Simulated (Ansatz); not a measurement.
I need the interaction energy of a dimer with the counterpoise correction of BH₄N, SMILES BN. Use the Ansatz DFT code, driven from Python. Level of theory (for the species named): PBE, def2-SVPD basis, multiplicity 1.

```yaml
atoms:
  - { symbol: B, position_ang: [-0.1545, -0.7069, -0.0646] }
  - { symbol: N, position_ang: [-0.1320, 0.8533, -0.0856] }
  - { symbol: H, position_ang: [0.6583, -1.2974, 0.3478] }
  - { symbol: H, position_ang: [-1.0830, -1.1967, -0.5124] }
  - { symbol: H, position_ang: [0.7347, 1.1086, -0.6339] }
  - { symbol: H, position_ang: [0.0186, 1.1751, 0.9026] }
```

`bh4n.py`:
```python
import ansatz as az

FIRST = [
    ("B", (-0.1615, -0.6962, -0.0569)),
    ("N", (-0.139, 0.864, -0.0779)),
    ("H", (0.6513, -1.2867, 0.3555)),
    ("H", (-1.09, -1.186, -0.5047)),
    ("H", (0.7277, 1.1193, -0.6262)),
    ("H", (0.0116, 1.1858, 0.9103)),
]
SECOND = [
    ("B", (-2.5436, -1.0507, -3.2241)),
    ("N", (-1.8278, -1.3752, -4.5723)),
    ("H", (-3.6204, -0.9319, -3.1481)),
    ("H", (-1.8638, -0.9437, -2.3136)),
    ("H", (-2.0904, -0.5831, -5.2208)),
    ("H", (-2.2669, -2.2492, -4.9545)),
]

def energy(atoms, ghosts=()):
    molecule = az.Crystal.molecule()
    for symbol, xyz in atoms:
        molecule = molecule.atom(symbol, xyz)
    calc = (
        molecule.calculation()
        .basis(gaussian="def2-SVPD")
        .functional("PBE")
    )
    deck = calc.input()
    if ghosts:
        deck = deck.set(az.key.basis.gaussian.ghost_atoms, [{"symbol": s, "position_ang": list(xyz)} for s, xyz in ghosts])
    return az.Session.from_dict(deck).plan().execute().report["free_energy_ev"]


def main() -> None:
    both = energy(FIRST + SECOND)
    alone = energy(FIRST) + energy(SECOND)
    ghosted = energy(FIRST, SECOND) + energy(SECOND, FIRST)
    print(f"dimer {both:.6f} eV")
    print(f"interaction, uncorrected   {(both - alone):8.3f} eV")
    print(f"interaction, counterpoise  {(both - ghosted):8.3f} eV")
    print(f"basis-set superposition    {(alone - ghosted):8.3f} eV")


if __name__ == "__main__":
    main()
```

`python bh4n.py` gives:
```text
dimer -4451.447872 eV
interaction, uncorrected      0.004 eV
interaction, counterpoise     0.037 eV
basis-set superposition       0.033 eV
```

Uncorrected it is 0.004 eV, with the counterpoise correction 0.037 eV; the difference, 0.03 eV, is the superposition error. In this basis both values are repulsive.

Notes:
- These settings explore the input space; basis and method may be short of convergence.
- The dimer is a generated trial pose of unrelaxed monomers, not a minimum, so the figure is no binding energy, and the basis set is small.
- This level lacks the dispersion part of the attraction (electrostatics and induction are there), which can decide the sign where the interaction is weak.
- It ran for 14 s on 1 thread of Intel(R) Xeon(R) Platinum 8259CL CPU @ 2.50GHz (Skylake/Cascade Lake), on a shared host, peak memory 0.21 GiB.

(Lines on the test bed's own set-up are left out of the output.)
